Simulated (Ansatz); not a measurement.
Predict the output of the script below (the Python package of Ansatz (0.2.0)).

Contents of `ch5nsi.xyz`:
```text
8

C    -0.65550    0.32700   -0.59470
N    -0.28680    0.49190    0.76710
Si    0.50640   -0.81460    0.06100
H    -1.61540   -0.02240   -0.78870
H    -0.33480    1.09260   -1.33270
H     0.37310    1.27860    0.89860
H     1.98990   -0.41490    0.12880
H     0.11530   -1.99540    0.80470
```

`bde.py`:
```python
"""X-H bond energies of CH5NSi without relaxation."""

import ansatz as az

BASIS = "def2-SVP"
FUNCTIONAL = "cam_b3lyp"


def energy(molecule, charge=0, unpaired=0):
    calc = (
        molecule.calculation()
        .basis(gaussian=BASIS)
        .functional(FUNCTIONAL)
    )
    if charge:
        calc = calc.charge(charge)
    if unpaired:
        calc = calc.spin("collinear", total=unpaired)
    return calc.run(threads=1).report["free_energy_ev"]

def without(molecule, index):
    rest = az.Crystal.molecule()
    for i, site in enumerate(molecule.cartesian_sites):
        if i != index:
            rest = rest.atom(site.symbol, site.position_ang)
    return rest

geometry = az.Crystal.molecule_from_extxyz("ch5nsi.xyz")

whole = energy(geometry, 0)
hydrogen = energy(az.Crystal.molecule().atom("H", (0, 0, 0)), 0, 1)
print(f"E(molecule) = {whole:.5f} eV, E(H) = {hydrogen:.5f} eV")
for index in [4, 5, 7]:
    radical = energy(without(geometry, index), 0, 1)
    print(f"H{index}: homolysis {96.485332 * (radical + hydrogen - whole):.1f} kJ/mol")
    anion = energy(without(geometry, index), -1)
    print(f"H{index}: loss of a proton {96.485332 * (anion - whole):.1f} kJ/mol")
```

```console
$ python bde.py
E(molecule) = -10478.31726 eV, E(H) = -13.54842 eV
H4: homolysis 457.0 kJ/mol
H4: loss of a proton 1738.6 kJ/mol
H5: homolysis 432.1 kJ/mol
H5: loss of a proton 1675.7 kJ/mol
H7: homolysis 365.7 kJ/mol
H7: loss of a proton 1620.2 kJ/mol
```

Total energies depend on the basis set; only differences at equal settings carry meaning. The geometry is a force-field or estimated start, not a minimum of this method, and the basis set is short of its limit. All parts are taken at fixed geometry, without zero-point energy. Anions want diffuse functions, which this basis lacks. Run time: 8.7 s on 1 thread of Intel(R) Xeon(R) 6975P-C (Granite Rapids), on a shared host, peak memory 0.23 GiB.
